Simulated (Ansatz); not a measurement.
# C2H3BSeZn: the cost of one run

The runs use Ansatz 0.2.0, Gaussian basis; unrestricted cation, the program's frozen cores in correlated methods.

Plan: UKS PBE-D4/def2-TZVPP; UKS r2SCAN-D4/def2-TZVPP; UKS PBE0-D4/def2-TZVPP; UKS B3LYP-D4/def2-TZVPP; UKS wB97X-V/def2-TZVPP; UKS wB97M-V/def2-TZVPP; UKS B2PLYP (frozen core with 3s3p of Cu, Zn)/def2-TZVPP; UHF-MP2 with 3s3p of Cu, Zn/def2-TZVPP; UHF-MP2 with 3s3p of Cu, Zn/def2-QZVPP; then −ε(HOMO) from the neutral's earlier runs with LDA (SPW92), PBE-D4, revPBE-D4, BLYP-D4, r2SCAN-D4, B97M-V, PBE0-D4, B3LYP-D4, r2SCANh-D4, r2SCAN0-D4, HSE06-D4, BHLYP-D4, CAM-B3LYP-D4, LC-ωPBE, ωB97X-V, ωB97M-V.

1 further run of the same task is left out (it didn't finish).

### Step 1. The relaxed structure

An earlier PBE0-D4 in a triple-zeta def2 set relaxation fixed the geometry.

8 atoms, charge 0, spin multiplicity 1.

Atoms are counted from 1 here; the program's logs count them from 0.

Bond lengths: C1–C2 1.322 Å, C1–H6 1.087 Å, C1–H7 1.086 Å, C2–Zn3 2.000 Å, C2–Se5 1.990 Å, Zn3–B4 2.082 Å, B4–Se5 1.906 Å, B4–H8 1.188 Å. Angles: C2–C1–H6 124.3°, C2–C1–H7 119.4°, H6–C1–H7 116.3°, C1–C2–Zn3 153.2°, C1–C2–Se5 120.9°, Zn3–C2–Se5 85.9°, C2–Zn3–B4 91.3°, Zn3–B4–Se5 85.8°, Zn3–B4–H8 151.6°, Se5–B4–H8 122.6°, C2–Se5–B4 97.0°.

Geometry (Å):

```mol
C2H3BSeZn
  3D, bonds by distance, orders not assigned

  8  8  0  0  0  0  0  0  0  0999 V2000
    0.6278    1.7803    0.1549 C   0  0
    0.4687    0.4707    0.0692 C   0  0
    1.1458   -1.4113    0.0309 Zn  0  0
   -0.7876   -2.1508   -0.1898 B   0  0
   -1.3414   -0.3279   -0.1432 Se  0  0
   -0.1863    2.4994    0.1176 H   0  0
    1.6275    2.1894    0.2705 H   0  0
   -1.5544   -3.0498   -0.3101 H   0  0
  1  2  8  0
  2  3  8  0
  3  4  8  0
  4  5  8  0
  1  6  8  0
  1  7  8  0
  4  8  8  0
  2  5  8  0
M  END
```

### Step 2. Cation, UKS PBE-D4/def2-TZVPP

in.yaml reads:

```yaml
crystal:
  periodic: [false, false, false]
  atoms:
    - {symbol: C, position_ang: [0.627801, 1.780251, 0.154911]}
    - {symbol: C, position_ang: [0.468677, 0.470663, 0.069234]}
    - {symbol: Zn, position_ang: [1.145791, -1.411283, 0.030859]}
    - {symbol: B, position_ang: [-0.787624, -2.150772, -0.189843]}
    - {symbol: Se, position_ang: [-1.341402, -0.327895, -0.143159]}
    - {symbol: H, position_ang: [-0.186293, 2.499383, 0.117613]}
    - {symbol: H, position_ang: [1.627491, 2.189415, 0.270464]}
    - {symbol: H, position_ang: [-1.554441, -3.049761, -0.310090]}
basis:
  gaussian: {orbitals: def2-TZVPP}
total_charge: 1
magnetization: {spin_polarized: true, initial_magnetization: 1}
hamiltonian: {xc: pbe, dispersion: d4}
```

Launch:

```console
$ ansatz run in.yaml --threads 2 --pin off --events-out ev --progress --plain --max-ram 32768MiB --backend cpu
```

Q: Estimate wall time and peak memory on 2 threads of AMD EPYC 7R13, shared host.

About 55 s, with a peak of 0.92 GiB.
